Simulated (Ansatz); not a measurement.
# ZrSi2O6: the cost of one run

Program: Ansatz 0.2.0. Level of theory: DFT PBE, scalar-relativistic, plane waves, PAW. These are calculated values, not measurements.

1 further run of the same task is left out (it didn't finish).

**1. Starting point**

It takes space group P-3m1 (No. 164, trigonal). Conventional cell: a = 3.580 Å, b = 3.580 Å, c = 7.448 Å, α = 90.00°, β = 90.00°, γ = 120.00°. Zr (site symmetry -3m) has 8 O at 2.12 to 2.22 Å as nearest neighbours. Si (site symmetry 3m) has 2 O at 1.72 to 1.81 Å as nearest neighbours. Around O (site symmetry 3m) lie 1 Si at 1.81 Å and 3 Zr at 2.22 Å. O (site symmetry 3m) has 1 Si at 1.72 Å as nearest neighbours. O (site symmetry 3m) has 1 Zr at 2.12 Å and 3 Si at 2.12 Å as nearest neighbours.

As a file:

```cif
data_structure
_symmetry_space_group_name_H-M 'P-3m1'
_symmetry_Int_Tables_number 164
_cell_length_a 3.5804
_cell_length_b 3.5804
_cell_length_c 7.4485
_cell_angle_alpha 90.000
_cell_angle_beta 90.000
_cell_angle_gamma 120.000
_cell_volume 82.69
loop_
_atom_site_label
_atom_site_type_symbol
_atom_site_symmetry_multiplicity
_atom_site_Wyckoff_symbol
_atom_site_fract_x
_atom_site_fract_y
_atom_site_fract_z
_atom_site_occupancy
Zr1 Zr 1 a 0.00000 0.00000 0.00000 1
Si1 Si 2 d 0.33333 0.66667 0.64890 1
O1 O 2 d 0.33333 0.66667 0.89131 1
O2 O 2 d 0.66667 0.33333 0.58149 1
O3 O 2 c 0.00000 0.00000 0.28509 1
```

The cell was relaxed beforehand at this level, from a generated guess; it needn't be the stable form of this composition. At a tolerance of 0.02 Å it has space group P-3m1 (No. 164); it has 9.19 Å³/atom, an uncorrected energy of -2.09 eV/atom over the elements.

**2. Bands, states and charges**

input.yaml

```yaml
crystal:
  lattice:
    - [3.5803680024, 0.0, 0.0]
    - [-1.7901840012, 3.100689645, 0.0]
    - [0.0, 0.0, 7.4484819053]
  atoms:
    - { symbol: Zr, position: [0.0, 0.0, 0.0] }
    - { symbol: Si, position: [0.3333333333, 0.6666666667, 0.6488988786] }
    - { symbol: Si, position: [0.6666666667, 0.3333333333, 0.3511011214] }
    - { symbol: O, position: [0.3333333333, 0.6666666667, 0.8913126418] }
    - { symbol: O, position: [0.6666666667, 0.3333333333, 0.5814892098] }
    - { symbol: O, position: [0.0, 0.0, 0.2850903219] }
    - { symbol: O, position: [0.0, 0.0, 0.7149096781] }
    - { symbol: O, position: [0.3333333333, 0.6666666667, 0.4185107902] }
    - { symbol: O, position: [0.6666666667, 0.3333333333, 0.1086873582] }
basis:
  ecutwfc: 420
kpoints:
  mp_grid: { grid: [12, 12, 4] }
  band_path:
    path:
      - [[0.0, 0.0, 0.0], [0.5, 0.0, 0.0], [0.33333333, 0.33333333, 0.0], [0.0, 0.0, 0.0], [0.0, 0.0, 0.5], [0.5, 0.0, 0.5], [0.33333333, 0.33333333, 0.5], [0.0, 0.0, 0.5]]
      - [[0.5, 0.0, 0.5], [0.5, 0.0, 0.0]]
      - [[0.33333333, 0.33333333, 0.5], [0.33333333, 0.33333333, 0.0]]
    npoints: 14
hamiltonian:
  xc: pbe
scf:
  occupations: { method: gaussian, width: 0.02 }
  n_extra_bands: 22
output:
  forces: true
  stress: true
  eigenvalues: true
  populations: true
  dos: { projected: true, de: 0.02, nscf_kmesh: { grid: [18, 18, 6] } }
  bader: true
  write_density: true
  write_potential: true
  elf: true
  volumetric_format: npy
```

Command:

```bash
ansatz run input.yaml --threads 1 --pin off --max-ram 2560MiB --backend cpu --events-out ev --progress --plain --runs-dir out
```

What time and memory should one allow on 1 thread of Intel Xeon at 2.70GHz, shared host?

About 2 min, with a peak of 0.71 GiB.
